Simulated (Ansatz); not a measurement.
This script drives Ansatz's Python interface.

`opt_ch6npsi2.py`
```python
import itertools

import ansatz as az
from ase.data import atomic_numbers, covalent_radii
import numpy as np

GEOMETRY = """
N     2.97070    0.68050   -1.24300
C     2.20020   -0.01480   -0.72100
Si    0.94040   -1.12580    0.10400
P    -0.36050   -0.00190    1.50880
Si   -1.34600    1.17440   -0.07930
H     0.06050   -1.80650   -0.88240
H     1.59400   -2.19470    0.90440
H    -1.35980   -0.98660    1.67220
H    -2.48550    1.91010    0.51740
H    -1.84720    0.24620   -1.12050
H    -0.36680    2.11910   -0.66060
"""


def main() -> None:
    mol = az.Crystal.molecule()
    for line in GEOMETRY.strip().splitlines():
        symbol, *xyz = line.split()
        mol = mol.atom(symbol, [float(v) for v in xyz])

    job = (
        mol.calculation()
        .basis(gaussian="def2-SVP")
        .functional("hf")
    )
    symbols = [site.symbol for site in mol.cartesian_sites]
    start = np.array([site.position_ang for site in mol.cartesian_sites], dtype=float)
    def progress(event):
        if event["event"] == "relax_step":
            row = event["data"]
            print(f"step {row['step']:3d}  E = {row['lagrangian_ev']:.6f} eV  largest force component {row['allowed_force_max_ev_ang']:.4f} eV/A")


    summary = job.relax(force_tolerance=0.02, max_steps=100).session().plan().execute(on_event=progress).report
    end = np.array(summary["positions_ang"])

    print("reference energy %16.6f eV" % summary["reference_energy_ev"])
    print("total energy     %16.6f eV" % summary["free_energy_ev"])
    print("occupied orbitals outside the frozen core (up, down):", summary["n_occupied"], " frozen:", summary["n_frozen"], " virtual:", summary["n_virtual"])

    radius = [covalent_radii[atomic_numbers[s]] for s in symbols]
    span = lambda where, i, j: np.linalg.norm(where[i] - where[j])
    bonded = [(i, j) for i, j in itertools.combinations(range(len(symbols)), 2) if min(span(start, i, j), span(end, i, j)) < 1.2 * (radius[i] + radius[j])]
    print("pair        before    after (A)")
    for i, j in bonded:
        print(f"{symbols[i]}{i}-{symbols[j]}{j}".ljust(10), f"{span(start, i, j):8.4f} {span(end, i, j):8.4f}")

    charges = summary["charge_distribution"]
    print("dipole moment", round(4.803205 * float(np.linalg.norm(charges["dipole_moment_e_ang"])), 3), "D")
    print("Mulliken:", [(s, round(q, 3)) for s, q in zip(symbols, charges["mulliken_charges_e"])])
    with open("ch6npsi2_opt.xyz", "w") as handle:
        handle.write(f"{len(symbols)}\nrelaxed CH6NPSi2\n")
        handle.writelines(f"{s:2s} {x:11.6f} {y:11.6f} {z:11.6f}\n" for s, (x, y, z) in zip(symbols, end))


if __name__ == "__main__":
    main()
```

It is started by `python opt_ch6npsi2.py`. Estimate its wall time and peak memory on 1 thread of Arm Neoverse V1 (shared host).

It took about 39 s, with a peak of 0.31 GiB, for 1 run of the engine.

```console
$ python opt_ch6npsi2.py
step   1  E = -27593.716821 eV  largest force component 2.3706 eV/A
step   2  E = -27593.882528 eV  largest force component 0.7992 eV/A
step   3  E = -27593.976287 eV  largest force component 0.2137 eV/A
step   4  E = -27593.982154 eV  largest force component 0.0799 eV/A
step   5  E = -27593.987924 eV  largest force component 0.1537 eV/A
step   6  E = -27593.990419 eV  largest force component 0.0456 eV/A
step   7  E = -27593.991007 eV  largest force component 0.0615 eV/A
step   8  E = -27593.991424 eV  largest force component 0.0082 eV/A
step   9  E = -27593.991606 eV  largest force component 0.0432 eV/A
step  10  E = -27593.991504 eV  largest force component 0.0436 eV/A
step  11  E = -27593.991706 eV  largest force component 0.0144 eV/A
reference energy    -27593.991706 eV
total energy        -27593.991706 eV
occupied orbitals outside the frozen core (up, down): [31, 31]  frozen: 0  virtual: [81, 81]
pair        before    after (A)
N0-C1        1.1617   1.1365
C1-Si2       1.8714   1.8776
Si2-P3       2.2201   2.2629
Si2-H5       1.4868   1.4758
Si2-H6       1.4867   1.4735
P3-Si4       2.2084   2.2846
P3-H7        1.4124   1.4147
Si4-H8       1.4818   1.4785
Si4-H9       1.4822   1.4811
Si4-H10      1.4796   1.4778
dipole moment 4.028 D
Mulliken: [('N', -0.114), ('C', -0.302), ('Si', 0.68), ('P', -0.312), ('Si', 0.542), ('H', -0.085), ('H', -0.08), ('H', 0.003), ('H', -0.11), ('H', -0.123), ('H', -0.098)]
```

`ch6npsi2_opt.xyz`, as written:
```text
11
relaxed CH6NPSi2
N     3.092092    0.516359   -1.128371
C     2.302726   -0.153681   -0.659666
Si    0.976139   -1.240661    0.104446
P    -0.279881    0.089691    1.436162
Si   -1.496787    1.253192   -0.108162
H     0.256341   -1.867238   -1.021289
H     1.660626   -2.264554    0.913427
H    -1.255190   -0.893208    1.726050
H    -2.601988    1.912872    0.619401
H    -2.051177    0.383370   -1.171095
H    -0.602901    2.263861   -0.710903
```

Total energies depend on the basis set; only differences at equal settings carry meaning. The end point is the stationary point reached from this start; no frequency run checks that it is a minimum, and the basis set is modest.
